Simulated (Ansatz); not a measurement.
# BSiGeH+ (quartet): wave-function methods side by side, cc-pVTZ

An exercise on one series of results from a longer session: the logs are not shown, and one member is left open.

Program: Ansatz 0.2.0, Gaussian basis. Level of theory: cc-pVTZ, core rule «outside noble gas», up to 20 orbitals frozen. These are calculated values, not measurements.

To be run: UHF; CCSD(T) on ROHF; CCSD(T) on UHF; BCCD(T) on ROHF; CCSDT(Q) on ROHF; CCSDT(Q) on UHF.

5 further runs of the same task are left out: 1 that didn't finish, 4 set aside as unsound or not needed.

**The system**

The geometry is a PBE0/def2-TZVP stationary point (not a proven minimum) of the parent state, kept for this charge and spin. No spin-orbit coupling is included. The filled d shell of Ge may be among the frozen orbitals whatever the setting's name suggests; the logs give the count.

4 atoms, charge 1, spin multiplicity 4.

Atoms are counted from 1 here; the program's logs count them from 0.

Bond lengths: B1–Si2 1.955 Å, B1–Ge3 2.037 Å, Si2–Ge3 2.247 Å, Si2–H4 1.493 Å. Angles: Si2–B1–Ge3 68.5°, B1–Si2–Ge3 57.5°, B1–Si2–H4 125.2°, Ge3–Si2–H4 177.3°, B1–Ge3–Si2 54.0°.

Set-up of the first run:

Contents of in.yaml:

```yaml
crystal:
  periodic: [false, false, false]
  atoms:
    - {symbol: B, position_ang: [0.000000, -1.455407, 0.585347]}
    - {symbol: Si, position_ang: [0.000000, 0.259390, 1.523825]}
    - {symbol: Ge, position_ang: [0.000000, 0.110375, -0.718019]}
    - {symbol: H, position_ang: [0.000000, 0.428237, 3.007464]}
basis:
  gaussian: {orbitals: cc-pVTZ}
total_charge: 1
magnetization: {spin_polarized: true, initial_magnetization: 3}
hamiltonian: {xc: hf}
output: {orbitals: {seedname: orbitals}}
```

On the command line:

```console
ansatz run in.yaml --threads 1 --pin off --events-out ev --progress --plain --max-ram 4096MiB --backend cpu
```

Steps of the session up to this table: UHF; CCSD(T) on ROHF; CCSD(T) on UHF; BCCD(T) on ROHF; CCSDT(Q) on ROHF; CCSDT(Q) on UHF.

One of the session's tables, all rows but one given; the rest of the session is left out.

| method | from UCCSDT(Q) (meV) |
| --- | --- |
| ROHF | +7779.2 |
| UHF | +7558.1 |
| RMP2 | +1434.8 |
| UMP2 | +1508.1 |
| RCCSD | +529.0 |
| UCCSD | +517.9 |
| RCCSD(T) | +91.0 |
| UCCSD(T) | +90.2 |
| BCCD(T) | +87.7 |
| RCCSDT | +40.1 |
| UCCSDT | ? |
| RCCSDT(Q) | +5.4 |
| UCCSDT(Q) | 0 |

**Question.** Estimate the row for UCCSDT.

**Answer.** from UCCSDT(Q) (meV): +35.0. In the column «from UCCSDT(Q) (meV)» it lies between RCCSDT(Q) (+5.4) and RCCSDT (+40.1).

To keep in mind: Restricted and unrestricted rows rest on different reference determinants; where their highest levels disagree by more than a few hundredths of an eV, they describe different states and don't form one ladder.
